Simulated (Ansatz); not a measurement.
# La3Hf2O3: the cost of one run

Program: Ansatz 0.2.0. Level of theory: DFT PBE, scalar-relativistic, plane waves, PAW, unless a step names another level. These are calculated values, not measurements.

4 further runs of the same task are left out: 4 set aside as unsound or not needed. Runs told in other sessions of the task aren't counted.

### Step 1. What the formula suggests

Pauling electronegativities: La 1.10, Hf 1.30, O 3.44 (spread 2.34). No set of common oxidation states balances it. Tabulated atomic sizes suggest about 19 Å³/atom. 29 candidates were drawn, by swapping species into database cells of other compounds, at random by space group and Wyckoff sites, or by hand, as the table says:

| name | made from | space group no. | Wyckoff sites | atoms (primitive cell) | V (Å³/atom) |
| --- | --- | --- | --- | --- | --- |
| c01 | random | 191 | La 3f; Hf 1b, 1a; O 3g | 8 | 19.0 |
| c02 | random | 139 | La 2b, 4d; Hf 4e; O 4c, 2a | 8 | 23.1 |
| c03 | random | 191 | La 2e, 1b; Hf 2c; O 3f | 8 | 19.3 |
| c04 | random | 123 | La 1b, 2e; Hf 2f; O 2h, 1a | 8 | 23.1 |
| c05 | database cell of Rb3Sb2Au3 | 166 | La 3b, 6c; Hf 6c; O 9e | 8 | 20.8 |
| c06 | random | 221 | La 3c; Hf 1a, 1b; O 3d | 8 | 19.5 |
| c07 | database cell of Ce2Pd3Rh3 | 47 | La 2t, 1g; Hf 2q; O 1e, 1d, 1b | 8 | 19.1 |
| c08 | random | 191 | La 3f; Hf 2e; O 2c, 1a | 8 | 22.1 |
| c09 | random | 115 | La 2g, 1d; Hf 1b, 1a; O 2e, 1c | 8 | 22.3 |
| c10 | database cell of Nb3V3Ir2 | 155 | La 9d; Hf 6c; O 9e | 8 | 21.0 |
| c11 | random | 123 | La 1b, 2g; Hf 2e; O 1c, 2h | 8 | 21.1 |
| c12 | database cell of Ti3In3Rh2 | 189 | La 3f; Hf 2c; O 3g | 8 | 19.2 |
| c13 | database cell of Sn2Pd3Pt3 | 47 | La 1e, 1d, 1b; Hf 2q; O 2t, 1g | 8 | 17.3 |
| c14 | random | 160 | La 9b; Hf 3a, 3a; O 9b | 8 | 20.9 |
| c15 | database cell of Li3Ag3Ge2 | 47 | La 2t, 1b; Hf 2q; O 1d, 1e, 1g | 8 | 19.6 |
| c16 | random | 35 | La 2a, 4c; Hf 4c; O 2a, 4c | 8 | 21.9 |
| c17 | random | 166 | La 9e; Hf 6c; O 9d | 8 | 24.1 |
| c18 | random | 35 | La 4c, 2b; Hf 4c; O 2b, 2a, 2b | 8 | 22.3 |
| c19 | database cell of Nb2Al3Ga3 | 115 | La 1d, 1a, 1c; Hf 2g; O 2g, 1b | 8 | 18.5 |
| c20 | random | 166 | La 9e; Hf 3b, 3a; O 9d | 8 | 21.4 |
| c21 | random | 221 | La 3d; Hf 1a, 1b; O 3c | 8 | 20.7 |
| c22 | random | 65 | La 4e, 2b; Hf 2d, 2c; O 4l, 2a | 8 | 21.2 |
| c23 | random | 191 | La 2d, 1a; Hf 2c; O 2e, 1b | 8 | 22.2 |
| c24 | database cell of La2Tl3Pb3 | 47 | La 1g, 1b, 1d; Hf 2q; O 2t, 1e | 8 | 18.7 |
| c25 | random | 191 | La 3g; Hf 2c; O 1b, 2d | 8 | 20.6 |
| c26 | database cell of Mn3Fe3Ge2 | 187 | La 3k; Hf 1b, 1e; O 3j | 8 | 17.2 |
| c27 | random | 139 | La 4d, 2a; Hf 4e; O 4c, 2b | 8 | 21.4 |
| c28 | random | 65 | La 4f, 2d; Hf 4i; O 4g, 2b | 8 | 22.9 |
| c29 | database cell of Fe3Ni3Pt2 | 47 | La 2t, 1e; Hf 2q; O 1g, 1b, 1d | 8 | 20.1 |

### Step 2. Screening run of c03

input.yaml

```yaml
crystal:
  lattice:
    - [4.74513034, 0.0, 0.0]
    - [-2.37256517, 4.10940342, 0.0]
    - [0.0, 0.0, 7.9313441]
  atoms:
    - { symbol: La, position: [0.0, 0.0, 0.82509969] }
    - { symbol: La, position: [0.0, 0.0, 0.17490031] }
    - { symbol: La, position: [0.0, 0.0, 0.5] }
    - { symbol: Hf, position: [0.33333333, 0.66666667, 0.0] }
    - { symbol: Hf, position: [0.66666667, 0.33333333, 0.0] }
    - { symbol: O, position: [0.5, 0.0, 0.0] }
    - { symbol: O, position: [0.0, 0.5, 0.0] }
    - { symbol: O, position: [0.5, 0.5, 0.0] }
basis:
  ecutwfc: 420
kpoints:
  mp_grid: { grid: [4, 4, 2] }
hamiltonian:
  xc: pbe
scf:
  occupations: { method: gaussian, width: 0.2 }
  lower_state_search: "off"
output:
  forces: true
  stress: true
  eigenvalues: true
relax:
  adjacent_minimum: "off"
  f_tol: 0.08
  max_steps: 16
  cell: { stress_tol: 0.8 }
```

Command:

```sh
$ ansatz run input.yaml --threads 1 --pin off --max-ram 2560MiB --backend cpu --events-out ev --progress --plain --runs-dir out
```

What time and memory should one allow on 1 thread of Arm Neoverse V2, shared host?

About 3 min, with a peak of 0.61 GiB.
